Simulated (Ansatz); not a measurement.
**Si started in the second kind of void in alpha-quartz SiO2, 73 atoms, charge +2**

Wanted: geometry, formation energy and gap levels of the defect, compared across PBEsol and HSE06.

Method: density functional theory in Ansatz 0.2.0, PAW datasets, plane waves.

## 1. The system as built

73 atoms (25 Si, 48 O); a = 9.902 Å, b = 9.902 Å, c = 10.886 Å, α = 90.00°, β = 90.00°, γ = 120.00°. All atoms were shaken off their sites by about 0.02 Å along each axis. Defect site 1: (0.502, 0.668, 0.570).

Plan of the steps: (2) PBEsol relaxation at the single k point (¼, ¼, ¼), on 1 × NVIDIA H100 80GB HBM3 with 2 threads of AMD EPYC 7R13; (3) HSE06 single point at the single k point (¼, ¼, ¼), on 1 × NVIDIA H100 80GB HBM3 with 2 threads of AMD EPYC 7R13.

## 2. Relaxation of the positions (PBEsol)

in.yaml reads:

```yaml
crystal:
  lattice:
    - [9.901639, 0.000000, 0.000000]
    - [-4.950819, 8.575071, 0.000000]
    - [0.000000, 0.000000, 10.885880]
  atoms:
    - { symbol: Si, position: [0.233441, 0.995980, 0.167538] }
    - { symbol: Si, position: [0.231146, 0.995010, 0.669329] }
    - { symbol: Si, position: [0.234695, 0.498493, 0.169255] }
    - { symbol: Si, position: [0.234031, 0.500485, 0.667772] }
    - { symbol: Si, position: [0.737040, 0.999886, 0.167437] }
    - { symbol: Si, position: [0.734394, 0.997853, 0.669254] }
    - { symbol: Si, position: [0.732489, 0.499238, 0.165852] }
    - { symbol: Si, position: [0.738472, 0.498607, 0.665404] }
    - { symbol: Si, position: [0.003426, 0.239176, 0.332860] }
    - { symbol: Si, position: [0.998438, 0.234939, 0.832634] }
    - { symbol: Si, position: [0.997244, 0.733163, 0.331458] }
    - { symbol: Si, position: [0.999074, 0.733298, 0.835852] }
    - { symbol: Si, position: [0.500455, 0.239005, 0.329313] }
    - { symbol: Si, position: [0.502537, 0.235430, 0.831684] }
    - { symbol: Si, position: [0.499751, 0.733944, 0.336410] }
    - { symbol: Si, position: [0.500906, 0.732505, 0.835839] }
    - { symbol: Si, position: [0.266412, 0.261959, 0.999224] }
    - { symbol: Si, position: [0.266545, 0.264311, 0.499925] }
    - { symbol: Si, position: [0.268299, 0.767165, 0.002683] }
    - { symbol: Si, position: [0.264249, 0.761578, 0.498634] }
    - { symbol: Si, position: [0.762638, 0.264897, 0.998277] }
    - { symbol: Si, position: [0.768453, 0.267179, 0.499690] }
    - { symbol: Si, position: [0.769909, 0.766261, 0.999368] }
    - { symbol: Si, position: [0.764058, 0.760791, 0.498096] }
    - { symbol: Si, position: [0.498896, 0.670014, 0.572821] }
    - { symbol: O, position: [0.204410, 0.130105, 0.103169] }
    - { symbol: O, position: [0.206816, 0.135575, 0.605476] }
    - { symbol: O, position: [0.205535, 0.631188, 0.107269] }
    - { symbol: O, position: [0.207433, 0.634725, 0.612347] }
    - { symbol: O, position: [0.705545, 0.131157, 0.112032] }
    - { symbol: O, position: [0.707274, 0.135258, 0.608253] }
    - { symbol: O, position: [0.706161, 0.631469, 0.107799] }
    - { symbol: O, position: [0.705518, 0.634071, 0.607830] }
    - { symbol: O, position: [0.366500, 0.075195, 0.274698] }
    - { symbol: O, position: [0.364297, 0.073447, 0.773552] }
    - { symbol: O, position: [0.367798, 0.572967, 0.276391] }
    - { symbol: O, position: [0.365674, 0.574114, 0.774611] }
    - { symbol: O, position: [0.868345, 0.072955, 0.273435] }
    - { symbol: O, position: [0.869795, 0.077062, 0.772058] }
    - { symbol: O, position: [0.865853, 0.575706, 0.273708] }
    - { symbol: O, position: [0.866085, 0.569614, 0.774732] }
    - { symbol: O, position: [0.431071, 0.293005, 0.440654] }
    - { symbol: O, position: [0.425728, 0.289893, 0.942976] }
    - { symbol: O, position: [0.426299, 0.790601, 0.439283] }
    - { symbol: O, position: [0.429210, 0.795498, 0.940371] }
    - { symbol: O, position: [0.924998, 0.294588, 0.443517] }
    - { symbol: O, position: [0.926943, 0.293022, 0.942149] }
    - { symbol: O, position: [0.927404, 0.791080, 0.436718] }
    - { symbol: O, position: [0.929778, 0.791774, 0.938763] }
    - { symbol: O, position: [0.134826, 0.208611, 0.390026] }
    - { symbol: O, position: [0.134954, 0.206617, 0.888520] }
    - { symbol: O, position: [0.139439, 0.708830, 0.393399] }
    - { symbol: O, position: [0.133460, 0.705909, 0.891068] }
    - { symbol: O, position: [0.633764, 0.206031, 0.394910] }
    - { symbol: O, position: [0.631504, 0.208035, 0.892441] }
    - { symbol: O, position: [0.630937, 0.703246, 0.390736] }
    - { symbol: O, position: [0.636114, 0.707742, 0.893077] }
    - { symbol: O, position: [0.076168, 0.365985, 0.226908] }
    - { symbol: O, position: [0.076172, 0.371124, 0.723622] }
    - { symbol: O, position: [0.076349, 0.866954, 0.223803] }
    - { symbol: O, position: [0.070531, 0.862721, 0.729327] }
    - { symbol: O, position: [0.572373, 0.365504, 0.224809] }
    - { symbol: O, position: [0.571042, 0.364806, 0.727843] }
    - { symbol: O, position: [0.570738, 0.865231, 0.225976] }
    - { symbol: O, position: [0.577305, 0.868352, 0.722669] }
    - { symbol: O, position: [0.293668, 0.426710, 0.056343] }
    - { symbol: O, position: [0.290324, 0.421705, 0.558109] }
    - { symbol: O, position: [0.288355, 0.922949, 0.059656] }
    - { symbol: O, position: [0.297782, 0.925308, 0.559718] }
    - { symbol: O, position: [0.789975, 0.423059, 0.059070] }
    - { symbol: O, position: [0.793508, 0.423766, 0.563391] }
    - { symbol: O, position: [0.793615, 0.927454, 0.057032] }
    - { symbol: O, position: [0.796742, 0.926344, 0.559901] }
  symmetry: { detect: false }
kpoints:
  mp_grid: { grid: [1, 1, 1], shift: [0.25, 0.25, 0.25] }
hamiltonian:
  xc: pbesol
total_charge: 2
scf:
  occupations: { method: fermi_dirac, width: 0.01 }
relax:
  f_tol: 0.03
  max_steps: 80
  escape_saddle: false
  adjacent_minimum: "off"
output:
  forces: true
  eigenvalues: true
  populations: true
  charged_corrections: { epsilon: 4.5 }
```

Started as:

```console
$ ansatz run in.yaml --threads 2 --pin off --max-ram 20900MiB --runs-dir r --events-out ev --progress --plain --backend cuda --devices 0, --max-vram 18GiB
```

After this run come: HSE06 single point.

What does the calculation give? Wanted: for each run, formation energy; host gap; top filled to lowest empty.

As calculated:

| level | time | formation energy (eV) | host gap (eV) | top filled to lowest empty (eV) |
| --- | --- | --- | --- | --- |
| PBEsol, relaxation | 82 s (GPU) | -1.03 | 5.75 | 4.34 |
| HSE06 | 32 s (GPU) | -2.81 | 7.72 | 5.69 |

```
     quantity                              value
   relaxation  35 recorded steps, 3.94 eV gained
largest shift                      1.85 Å (Si25)
```

The relaxation lowers the energy by 3.94 eV; the largest shift is 1.85 Å (Si25). The formation energy at E_F = VBM goes from -1.03 eV (PBEsol) to -2.81 eV (HSE06), as the host gap goes from 5.75 to 7.72 eV. The reservoirs are the elements' reference phases; where the defect changes the composition, the value depends on that choice. HSE06 puts 2 localised levels over 0.1 eV inside the gap, at 1.79 (filled), 7.48 (empty) eV, the tightest of them shared by about 3 atoms. The host's edges were read at Γ, so band-like levels at this k point need not coincide with them. Finite-cell errors of some tenths of an eV remain in such numbers. The dielectric constant of 4.5 in the correction is an assumed value.
